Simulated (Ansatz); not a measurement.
**HfZrTe4: properties of a relaxed candidate**

Aim: for this structure of HfZrTe4, see how the gap depends on the level of theory.

Program: Ansatz 0.2.0. Level of theory: DFT PBE, scalar-relativistic, plane waves, PAW, unless a step names another level. These are calculated values, not measurements.

3 further runs of the same task are left out: 1 that didn't finish, 2 set aside as unsound or not needed. Runs told in other sessions of the task aren't counted.

### Step 1. The structure to begin with

It takes space group P-3m1 (No. 164, trigonal). Conventional cell: a = 3.973 Å, b = 3.973 Å, c = 14.252 Å, α = 90.00°, β = 90.00°, γ = 120.00°. Zr (site symmetry -3m) is surrounded by 6 Te at 2.92 Å. Around Hf (site symmetry -3m) lie 6 Te at 2.90 Å. Around Te (site symmetry 3m) lie 3 Zr at 2.92 Å. Te (site symmetry 3m) is surrounded by 3 Hf at 2.90 Å.

Coordinates:

```
CELL_PARAMETERS angstrom
3.97253 0.00000 0.00000
-1.98627 3.44031 0.00000
0.00000 0.00000 14.25229
ATOMIC_POSITIONS crystal
Zr 0.00000 0.00000 0.00000
Hf 0.00000 0.00000 0.50000
Te 0.33333 0.66667 0.12638
Te 0.33333 0.66667 0.62446
Te 0.66667 0.33333 0.37554
Te 0.66667 0.33333 0.87362
```

It is the end of an earlier relaxation with the same method, from a generated guess; it is a trial structure. At a tolerance of 0.05 Å it has space group P-3m1 (No. 164); it has 32.46 Å³/atom, an uncorrected energy of -0.86 eV/atom over the elements and, on its mesh, gap none (metal).

### Step 2. The same geometry with r2SCAN

input.yaml reads:

```yaml
crystal:
  lattice:
    - [3.9725303248, 2.89e-08, 0.0]
    - [-1.9862651874, 3.4403121641, 0.0]
    - [0.0, 0.0, 14.252291]
  atoms:
    - { symbol: Zr, position: [0.0, 0.0, 0.0] }
    - { symbol: Hf, position: [0.0, 0.0, 0.5] }
    - { symbol: Te, position: [0.3333333333, 0.6666666667, 0.126379] }
    - { symbol: Te, position: [0.3333333333, 0.6666666667, 0.624457] }
    - { symbol: Te, position: [0.6666666667, 0.3333333333, 0.375543] }
    - { symbol: Te, position: [0.6666666667, 0.3333333333, 0.873621] }
basis:
  ecutwfc: 500
kpoints:
  mp_grid: { grid: [12, 12, 4] }
  band_path:
    path:
      - [[0.0, 0.0, 0.0], [0.5, 0.0, 0.0], [0.33333333, 0.33333333, 0.0], [0.0, 0.0, 0.0], [0.0, 0.0, 0.5], [0.5, 0.0, 0.5], [0.33333333, 0.33333333, 0.5], [0.0, 0.0, 0.5]]
      - [[0.5, 0.0, 0.5], [0.5, 0.0, 0.0]]
      - [[0.33333333, 0.33333333, 0.5], [0.33333333, 0.33333333, 0.0]]
    npoints: 14
hamiltonian:
  xc: r2scan
scf:
  occupations: { method: gaussian, width: 0.1 }
  n_extra_bands: 15
output:
  forces: true
  stress: true
  eigenvalues: true
  populations: true
  dos: { projected: true, de: 0.02, nscf_kmesh: { grid: [15, 15, 5] } }
  bader: true
  write_density: true
  write_potential: true
  elf: true
  volumetric_format: npy
```

Run with:

```
$ ansatz run input.yaml --threads 4 --pin off --max-ram 8192MiB --backend cpu --events-out ev --progress --plain --runs-dir out
```

Log:

```text
Warning: RAYON_NUM_THREADS=4 ignored (pool sized by the plan → 4); use --threads N
scf.n_extra_bands = 15 over 51 filled bands (N_el = 102.0): the run solves 66 bands
Engine: ansatz 0.2.0, aarch64-unknown-linux-gnu
Pseudopotentials: kind: paw
Pseudopotential: Zr, paw, valence charge 12, recommended cutoff 500 eV (meta_gga), Zr.paw.azcp
Pseudopotential: Hf, paw, valence charge 26, recommended cutoff 500 eV (meta_gga), Hf.paw.azcp
Pseudopotential: Te, paw, valence charge 16, recommended cutoff 500 eV (meta_gga), Te.paw.azcp
Functional definition: r2SCAN
  parameter k0 = 0.174
  parameter k1 = 0.065
  parameter a1 = 4.9479
  exchange = r2scan_x(k0 = k0, k1 = k1, a1 = a1)
  correlation = r2scan_c
Crystal: 6 atoms, lattice volume = 194.782 Å³
Basis set: ecut = 500 eV, 4929 PW (Γ), exchange–correlation on 120×120×432 points (64 copies of the dense FFT grid, shifted against one another)
Bands: 66, of which v1, the nominal top of the filled ones, is band 51 counted from 1 (50 counted from 0)
Symmetry: 12 space group operations
Space group: P-3m1 (ITA 164), of the structure as read, at distance tolerance 5.8e-5 Å
k-points: 69 of 576
Non-local potential: Zr, projectors of the file, l = 0: 3, l = 1: 2, l = 2: 2, l = 3: 2
Non-local potential: Hf, projectors of the file, l = 0: 3, l = 1: 2, l = 2: 2, l = 3: 3
Non-local potential: Te, projectors of the file, l = 0: 2, l = 1: 2, l = 2: 2, l = 3: 2
PAW form: soft (Blöchl's): semilocal exchange-correlation on the pseudo side does not see the compensation charge
PAW frozen core: Zr, regenerated for the run's functional (the file was generated under x = pbe(κ = 0.804, μ = 0.2195149727645171), c = pbe(β = 0.06672455060314922))
PAW frozen core: Hf, regenerated for the run's functional (the file was generated under x = pbe(κ = 0.804, μ = 0.2195149727645171), c = pbe(β = 0.06672455060314922))
PAW frozen core: Te, regenerated for the run's functional (the file was generated under x = pbe(κ = 0.804, μ = 0.2195149727645171), c = pbe(β = 0.06672455060314922))
PAW one-centre angular grid: Zr, 590 points (default); XC on 160 Gauss nodes
PAW one-centre angular grid: Hf, 974 points (default); XC on 160 Gauss nodes
PAW one-centre angular grid: Te, 590 points (default); XC on 160 Gauss nodes
Initial density: superposition of atomic densities (neutral atoms: chi_scale 0, normalization atom), corrected by the library's trained network
Initial wavefunctions: pseudopotential atomic-orbital guess
Functional: x = r2scan, c = r2scan; τ floored in thin density (d = 2e-4 eV/Å³)
SCF iter   1: F=—  HF=-47913.541242 eV  |F-HF|=—  |Δ(HF+E_count)|=         —  Δρ=6.98e-3  dr2=3.36e-1  dr2_τ=5.21e-2  ethr=1.77e-3  ⟨swp⟩=6.2  Hψ=17006  notcnv=0  defer=61
preconditioner: auto → LDOS  [metal: Δε(μ)=0.031 eV  Ē_g=11.325 eV  σ=0.100 eV  W_gap=0.17  n_scr=52 (ndim 8)  ℏωp=18.0 eV  f_vac=0.081  D(μ)=0.89/eV (n_scr^D=4)  β→1.0]
SCF iter   2: F=—  HF=-47913.760518 eV  |F-HF|=—  |Δ(HF+E_count)|=   2.19e-1  Δρ=1.16e-2  dr2=1.31e0  dr2_τ=3.98e-2  ethr=3.30e-4  ⟨swp⟩=3.0  Hψ=9637  notcnv=0  defer=552  recentre
SCF iter   3: F=—  HF=-47913.552202 eV  |F-HF|=—  |Δ(HF+E_count)|=   2.08e-1  Δρ=2.41e-3  dr2=3.78e-2  dr2_τ=2.46e-4  ethr=3.30e-4  ⟨swp⟩=3.1  Hψ=6536  notcnv=0  defer=551
SCF iter   4: F=—  HF=-47913.549603 eV  |F-HF|=—  |Δ(HF+E_count)|=   2.60e-3  Δρ=6.44e-4  dr2=8.56e-4  dr2_τ=1.40e-4  ethr=3.71e-5  ⟨swp⟩=1.8  Hψ=5006  notcnv=0  defer=551
SCF iter   5: F=—  HF=-47913.549272 eV  |F-HF|=—  |Δ(HF+E_count)|=   3.31e-4  Δρ=1.83e-4  dr2=1.57e-4  dr2_τ=1.98e-5  ethr=8.39e-7  ⟨swp⟩=2.0  Hψ=7514  notcnv=0  defer=551
SCF iter   6: F=—  HF=-47913.549264 eV  |F-HF|=—  |Δ(HF+E_count)|=   8.31e-6  Δρ=7.65e-5  dr2=3.36e-5  dr2_τ=1.38e-6  ethr=1.54e-7  ⟨swp⟩=2.0  Hψ=5582  notcnv=0  defer=551
SCF iter   7: F=—  HF=-47913.549413 eV  |F-HF|=—  |Δ(HF+E_count)|=   1.49e-4  Δρ=2.63e-5  dr2=1.00e-6  dr2_τ=5.08e-8  ethr=3.29e-8  ⟨swp⟩=2.0  Hψ=4806  notcnv=0  defer=551
SCF iter   8: F=-47913.549413 eV  HF=-47913.549413 eV  |F-HF|=5.23e-8  |Δ(HF+E_count)|=   5.73e-7  Δρ=6.68e-6  dr2=3.96e-8  dr2_τ=4.49e-9  ethr=9.80e-11  ⟨swp⟩=14.7  Hψ=35695  notcnv=0
SCF 1 converged in 8 iterations: F = -47913.549413 eV  dr2 = 3.96e-8
NSCF: frozen V_eff on 129 k-points
NSCF: frozen V_eff on 119 k-points
SCF converged after 8 iterations
Free energy (F): -47913.549413 eV
Harris-Foulkes:  -47913.549413 eV  (|F-HF|=5.23e-8)
Internal energy: -47913.544677 eV  (E = F + TS)
E sigma→0 (E₀):  -47913.547045 eV
Entropy (-TS):   -0.004736 eV (-0.789 meV/atom)
Fermi energy:    9.453703 eV
--- Per-component energies (eV) ---
  E_band       = -1470.985957
  E_kinetic    = 1471.817835
  E_local      = -15931.477527  (includes V_loc(G=0)·N_el)
  E_nonlocal   = -2410.873104
  E_hartree    = 8258.900250
  E_xc         = -898.884588
  E_vxc        = -948.593268  (∫ρ·V_xc dr)
  E_paw        = -28667.993979  (= ΣΔE_a)
  E_vpaw       = -223.232921  (= ΣTr[D̂ρ^β])
  E_aug_tail   = -0.000137  (compensation charges beyond the density's cutoff)
  E_vtau       = 53.567127  (kinetic-family band-sum trace: ∫τ·v_τ [+ j·A + Jᵃ·Aᵃ] dr)
  E_ewald      = -9736.329629
  E_core_change = 1.296202  (= ΣΔE_core)
  E_smearing   = -0.004736  (= −TS)
  E_closure    = 0.000000  (closes the sum)
  Σ components = -47913.549413   (vs F -47913.549413, Δ=0.00e0)
--- Forces (eV/Å), atoms counted from 1 ---
  atom   1  Zr     0.00000000    -0.00000000     0.00000000
  atom   2  Hf     0.00000000     0.00000000     0.00000000
  atom   3  Te     0.00000000    -0.00000000    -0.14736512
  atom   4  Te     0.00000000    -0.00000000    -0.19790457
  atom   5  Te    -0.00000000     0.00000000     0.19790457
  atom   6  Te    -0.00000000     0.00000000     0.14736512
  max |Σ_I F_I| component: 1.16e-18 eV/Å
--- Stress (GPa, compression-positive) ---
        0.377174      -0.000000       0.000000
       -0.000000       0.377174       0.000000
        0.000000       0.000000      -1.189156
  P = ⅓ Tr σ = -0.1449 GPa (-1.449 kbar)
--- Band table (eV; the first three rows and the last of 69) ---
  k-point 0: bands = ["-55.4977", "-42.1154", "-27.8391", "-27.8391", "-27.8345", "-27.8345", "-27.8171", "-27.8171", "-27.8160", "-27.8160", "-27.8091", "-27.8084", "-27.7489", "-27.7489", "-27.7470", "-27.7470", "-27.7292", "-27.7292", "-27.7283", "-27.7283", "-27.7202", "-27.7195", "-23.4356", "-23.4308", "-23.4308", "-19.4149", "-19.3767", "-19.3767", "-3.9592", "-3.9356", "-3.9347", "-3.9229", "-3.9229", "-3.9180", "-3.9180", "-3.0893", "-2.6770", "-2.1144", "-1.7614", "4.3887", "5.5084", "7.0291", "7.1348", "7.1348", "7.2410", "7.2410", "9.0007", "9.5839", "9.5839", "9.7579", "9.7579", "10.2285", "10.2285", "10.2751", "10.4451", "10.4451", "10.8975", "13.2377", "13.2377", "13.6720", "13.6720", "14.4153", "14.4500", "14.6877", "16.2253", "17.1443"]
  k-point 1: bands = ["-55.4977", "-42.1154", "-27.8391", "-27.8391", "-27.8345", "-27.8345", "-27.8171", "-27.8171", "-27.8161", "-27.8161", "-27.8091", "-27.8084", "-27.7489", "-27.7489", "-27.7470", "-27.7470", "-27.7292", "-27.7292", "-27.7283", "-27.7283", "-27.7202", "-27.7195", "-23.4356", "-23.4308", "-23.4308", "-19.4149", "-19.3767", "-19.3767", "-3.9592", "-3.9356", "-3.9347", "-3.9229", "-3.9229", "-3.9180", "-3.9180", "-3.0816", "-2.7034", "-2.0596", "-1.7990", "4.4843", "5.2820", "7.1360", "7.1360", "7.2395", "7.2395", "7.3559", "8.6677", "9.5973", "9.5973", "9.7434", "9.7434", "10.2287", "10.2287", "10.4451", "10.4451", "10.4467", "10.8568", "13.2619", "13.2619", "13.6448", "13.6448", "14.4082", "14.6032", "14.7240", "15.9218", "17.1524"]
  k-point 2: bands = ["-55.4977", "-42.1154", "-27.8391", "-27.8391", "-27.8345", "-27.8345", "-27.8171", "-27.8171", "-27.8161", "-27.8161", "-27.8091", "-27.8084", "-27.7489", "-27.7489", "-27.7470", "-27.7470", "-27.7292", "-27.7292", "-27.7283", "-27.7283", "-27.7202", "-27.7195", "-23.4356", "-23.4308", "-23.4308", "-19.4149", "-19.3767", "-19.3767", "-3.9592", "-3.9356", "-3.9347", "-3.9229", "-3.9229", "-3.9180", "-3.9180", "-3.0731", "-2.7285", "-1.9827", "-1.8607", "4.6469", "5.0175", "7.1374", "7.1374", "7.2379", "7.2379", "7.9959", "8.0239", "9.6139", "9.6139", "9.7256", "9.7256", "10.2288", "10.2288", "10.4452", "10.4452", "10.6333", "10.7697", "13.2899", "13.2899", "13.6138", "13.6138", "14.4342", "14.5899", "15.0753", "15.4448", "17.1606"]
  k-point 68: bands = ["-55.4959", "-42.1087", "-27.8391", "-27.8348", "-27.8348", "-27.8326", "-27.8170", "-27.8170", "-27.8163", "-27.8154", "-27.8056", "-27.8056", "-27.7481", "-27.7458", "-27.7458", "-27.7438", "-27.7291", "-27.7291", "-27.7285", "-27.7279", "-27.7167", "-27.7167", "-23.4805", "-23.4805", "-23.4096", "-19.4526", "-19.4526", "-19.3788", "-3.9453", "-3.9453", "-3.9276", "-3.9276", "-3.9227", "-3.9227", "-3.9169", "-1.4737", "-1.4737", "-1.3283", "-1.3283", "4.9891", "5.5328", "5.5328", "5.5981", "5.7288", "5.7288", "6.7063", "6.9180", "7.0194", "7.0194", "7.0908", "7.0908", "11.1045", "11.1551", "11.3395", "11.3395", "11.6194", "11.6194", "13.0428", "13.0428", "13.3726", "13.3726", "14.2954", "14.7491", "16.5251", "16.5251", "16.6162"]
--- Löwdin populations: 6 sites ---
  site symbol       q [e]
     0     Zr     11.4427
     1     Hf     25.4659
     2     Te     16.2099
     3     Te     16.1764
     4     Te     16.1764
     5     Te     16.2099
  spilling = 0.003125 (of n_electrons = 102.000000)
--- Bader charges: 6 sites ---
  site symbol  charge [e]  shift [e]
     0     Zr      1.7675     0.0001
     1     Hf      1.8266     0.0004
     2     Te     -0.8897     0.0001
     3     Te     -0.9075     0.0002
     4     Te     -0.9075     0.0002
     5     Te     -0.8894     0.0001
  estimated error of the sums over rays = 7.2e-4 e
```

It took 2.7 min on 4 threads of Arm Neoverse N1, shared host; peak memory 1.9 GiB.

Per atom:

```tsv
atom	Löwdin electrons	Bader charge (e)	Bader volume (Å³)
Zr1	11.44	+1.77	15.1
Hf2	25.47	+1.83	14.9
Te3	16.21	-0.89	41.4
Te4	16.18	-0.91	41.0
Te5	16.18	-0.91	41.0
Te6	16.21	-0.89	41.4
```

The Löwdin counts miss 0.32 of the 102 electrons, which the atomic orbitals do not span, so they are no charges.

bands.tsv at the labelled points (eV, zero at the Fermi level; the bands nearest the Fermi level):

```
point  band 48  band 49  band 50  band 51  band 52  band 53  band 54  band 55
    Γ     0.13     0.13     0.30     0.30     0.78     0.78     0.82     0.99
    M    -2.35    -1.49    -1.35    -1.02    -0.08     0.16     2.14     2.54
    K    -2.54    -2.41    -2.27    -2.27     1.65     1.70     1.78     1.78
    Γ     0.13     0.13     0.30     0.30     0.78     0.78     0.82     0.99
    A     0.16     0.16     0.27     0.27     0.78     0.78     0.99     0.99
    L    -2.02    -1.88    -1.29    -1.07     0.03     0.12     2.14     2.54
    H    -2.43    -2.43    -2.36    -2.36     1.65     1.70     1.89     1.89
    A     0.16     0.16     0.27     0.27     0.78     0.78     0.99     0.99
    L    -2.02    -1.88    -1.29    -1.07     0.03     0.12     2.14     2.54
    M    -2.35    -1.49    -1.35    -1.02    -0.08     0.16     2.14     2.54
    H    -2.43    -2.43    -2.36    -2.36     1.65     1.70     1.89     1.89
    K    -2.54    -2.41    -2.27    -2.27     1.65     1.70     1.78     1.78
```

Counts of states by energy window (eV from the Fermi level), total and by projection:

```csv
from,to,total,Zr 4d,Hf 5d,Te 5p
-5,-4,3.50,0.24,0.30,2.39
-4,-3,5.09,0.50,0.48,3.74
-3,-2,8.78,1.30,1.24,5.86
-2,-1,5.00,0.39,0.31,4.07
-1,0,1.33,0.15,0.10,1.04
0,1,2.89,1.25,0.97,0.52
1,2,4.07,1.68,1.31,0.92
2,3,5.20,1.86,2.32,0.67
3,4,5.55,1.55,1.20,1.88
4,5,2.93,0.33,0.70,0.84
5,6,3.66,0.14,0.24,0.53
```

Below -5 eV lie 78 or so more states.

Density in a lattice plane of the grid's cell (edges 3.97 and 14.25 Å, at 0.000 of the third edge), which holds Zr and Hf.

Ten even steps from ' ' (0.01 e/Å³) to '@' (35.47 e/Å³):
```
            
            
            
            
            
            
            
            
..          
@@..      ..
..          
            
            
            
            
            
            
            
            
            
```
Columns run along the first of these edges and rows up along the second, over one cell in 6 and 20 even steps from the bottom left corner. Atoms in the plane (fractional): Zr at (0.00, 0.00), Hf at (0.00, 0.50).

ELF in the same plane.

Ten even steps from '0' (0.00) to '9' (0.78):
```
954745
038883
038883
015751
000000
015751
038883
038783
845754
991319
845754
038783
038883
015751
000000
015751
038883
038883
954745
091319
```
Columns run along the first of these edges and rows up along the second, over one cell in 6 and 20 even steps from the bottom left corner. Atoms in the plane (fractional): Zr at (0.00, 0.00), Hf at (0.00, 0.50).

Both are smooth fields of the valence electrons: close to the nuclei they are not physical.

Outside the cores ELF peaks at 0.80 beside Te, off the lines to its neighbours, 1.4 Å from Te; 0.74 on the Te–Hf line, 1.3 Å from Te; 0.73 on the Te–Zr line, 1.3 Å from Te.

[end of part 1 of 2]
